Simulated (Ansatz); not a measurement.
**Br2HInO: how energies converge with the basis set**

An exercise on one series of results from a longer session: the logs are not shown, and one member is left open.

Computed with Ansatz 0.2.0, Gaussian basis. Level: one geometry, several basis sets.

Plan: PBE0-D4/def2-SVP; ωB97M-V/def2-SVP; PBE0-D4/def2-QZVPP; ωB97M-V/def2-QZVPP; the functionals' def2-TZVPP values are taken from earlier runs.

**The geometry**

All runs share one geometry, relaxed beforehand with PBE0-D4 in a triple-zeta def2 set. In takes the def2 core potential; no spin-orbit term is included.

SMILES `[OH][In]([Br])[Br]`, 5 atoms, charge 0, spin multiplicity 1.

Atoms are counted from 1 here; the program's logs count them from 0.

Bond lengths: O1–In2 1.964 Å, O1–H5 0.962 Å, In2–Br3 2.448 Å, In2–Br4 2.431 Å. Angles: In2–O1–H5 111.8°, O1–In2–Br3 119.2°, O1–In2–Br4 119.0°, Br3–In2–Br4 121.7°.

Set-up of the first run:

Input file in.yaml:

```yaml
crystal:
  periodic: [false, false, false]
  atoms:
    - {symbol: O, position_ang: [-0.236193, 1.558027, -0.040815]}
    - {symbol: In, position_ang: [-0.118032, -0.400281, -0.123998]}
    - {symbol: Br, position_ang: [1.736777, -1.535137, 1.001007]}
    - {symbol: Br, position_ang: [-1.820545, -1.634214, -1.343238]}
    - {symbol: H, position_ang: [0.487894, 1.937903, 0.465545]}
basis:
  gaussian: {orbitals: def2-SVP}
hamiltonian: {xc: pbe0, dispersion: d4}
output: {orbitals: {seedname: orbitals}}
```

Among the steps run: PBE0-D4 in def2-SVP; ωB97M-V in def2-SVP; PBE0-D4 in def2-QZVPP; ωB97M-V in def2-QZVPP.

One table of the session follows, with a row left open; its other results are not shown here.

It belongs to the step «Functionals by basis». 

| functional | basis | HOMO (eV) | LUMO (eV) |
| --- | --- | --- | --- |
| PBE0-D4 | def2-SVP | -8.57 | -2.49 |
| PBE0-D4 | def2-TZVPP | -8.70 | -2.63 |
| PBE0-D4 | def2-QZVPP | -8.71 | -2.66 |
| ωB97M-V | def2-SVP | ? | ? |
| ωB97M-V | def2-TZVPP | -10.90 | -0.73 |
| ωB97M-V | def2-QZVPP | -10.92 | -0.83 |

Q: Estimate the row for ωB97M-V, def2-SVP from the others.

**Answer.** HOMO (eV): -10.75; LUMO (eV): -0.50. In the column «HOMO (eV)» it lies between ωB97M-V, def2-TZVPP (-10.90) and PBE0-D4, def2-QZVPP (-8.71).
